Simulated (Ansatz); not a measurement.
**BrF2HOZr: up Jacob's ladder to CCSD(T)**

One table from this session's results is given with a row withheld; the runs are named, their logs left out.

Program: Ansatz 0.2.0, Gaussian basis. Level of theory: functionals in def2-TZVPP, the program's frozen cores in correlated methods. These are calculated values, not measurements.

The runs, in order: LDA (SPW92), PBE-D4, revPBE-D4, BLYP-D4, r2SCAN-D4, B97M-V, PBE0-D4, B3LYP-D4, r2SCANh-D4, r2SCAN0-D4, HSE06-D4, BHLYP-D4, CAM-B3LYP-D4, LC-ωPBE, ωB97X-V, ωB97M-V, B2PLYP, PBE-QIDH; CCSD(T)/def2-SVP; CCSD(T)/def2-TZVPP; MP2/def2-QZVPP; extrapolation to the limit; RPA on PBE.

1 further run of the same task is left out (for a known fault of the program).

**Structure used throughout**

An earlier PBE0-D4 in a triple-zeta def2 set relaxation fixed the geometry. Zr takes the def2 core potential; no spin-orbit term is included.

SMILES `[OH][Zr]([F])([F])[Br]`, 6 atoms, charge 0, spin multiplicity 1.

Atoms are counted from 1 here; the program's logs count them from 0.

Bond lengths: O1–Zr2 1.889 Å, O1–H6 0.954 Å, Zr2–F3 1.895 Å, Zr2–F4 1.895 Å, Zr2–Br5 2.513 Å. Angles: Zr2–O1–H6 178.2°, O1–Zr2–F3 109.2°, O1–Zr2–F4 109.2°, O1–Zr2–Br5 110.0°, F3–Zr2–F4 108.7°, F3–Zr2–Br5 109.9°, F4–Zr2–Br5 109.9°.

Set-up of the first run:

in.yaml

```yaml
crystal:
  periodic: [false, false, false]
  atoms:
    - {symbol: O, position_ang: [-0.916612, 0.999419, 0.484518]}
    - {symbol: Zr, position_ang: [0.296260, -0.350706, -0.039302]}
    - {symbol: F, position_ang: [1.949526, -0.080423, 0.846661]}
    - {symbol: F, position_ang: [-0.395055, -2.040336, 0.469128]}
    - {symbol: Br, position_ang: [0.638955, -0.281342, -2.527405]}
    - {symbol: H, position_ang: [-1.531073, 1.689390, 0.720201]}
basis:
  gaussian: {orbitals: def2-TZVPP}
hamiltonian: {xc: lda}
output: {orbitals: {seedname: orbitals}}
```

Command:

```
$ ansatz run in.yaml --threads 4 --pin off --events-out ev --progress --plain --max-ram 10444MiB
```

Steps of the session up to this table: LDA; PBE-D4 (GGA); revPBE-D4 (GGA); BLYP-D4 (GGA); r2SCAN-D4 (meta-GGA); B97M-V (meta-GGA); B3LYP-D4 (hybrid); r2SCANh-D4 (hybrid); r2SCAN0-D4 (hybrid); HSE06-D4 (hybrid); BHLYP-D4 (hybrid); CAM-B3LYP-D4 (range-separated); LC-ωPBE (range-separated); ωB97X-V (range-separated); ωB97M-V (range-separated); B2PLYP (double hybrid); PBE-QIDH (double hybrid).

One table of the session follows, with a row left open; its other results are not shown here.

It belongs to the step «Frontier levels by functional». 

| functional | HOMO (eV) | gap (eV) |
| --- | --- | --- |
| LDA (SPW92) | -7.68 | 5.27 |
| PBE-D4 | -7.48 | 5.34 |
| revPBE-D4 | -7.41 | 5.37 |
| BLYP-D4 | -7.31 | 5.28 |
| r2SCAN-D4 | -7.83 | 5.86 |
| B97M-V | -7.87 | 5.95 |
| PBE0-D4 | -8.80 | 7.49 |
| B3LYP-D4 | -8.53 | 6.98 |
| r2SCANh-D4 | -8.31 | 6.65 |
| r2SCAN0-D4 | -9.04 | 7.84 |
| HSE06-D4 | -8.40 | 6.71 |
| BHLYP-D4 | -9.95 | 9.62 |
| CAM-B3LYP-D4 | -10.11 | 9.92 |
| LC-ωPBE | -11.47 | 12.52 |
| ωB97X-V | -11.12 | 12.05 |
| ωB97M-V | ? | ? |

Q: Estimate the row for ωB97M-V from the others.

As computed: HOMO (eV): -10.99; gap (eV): 11.39. In the column «HOMO (eV)» it lies between ωB97X-V (-11.12) and CAM-B3LYP-D4 (-10.11).
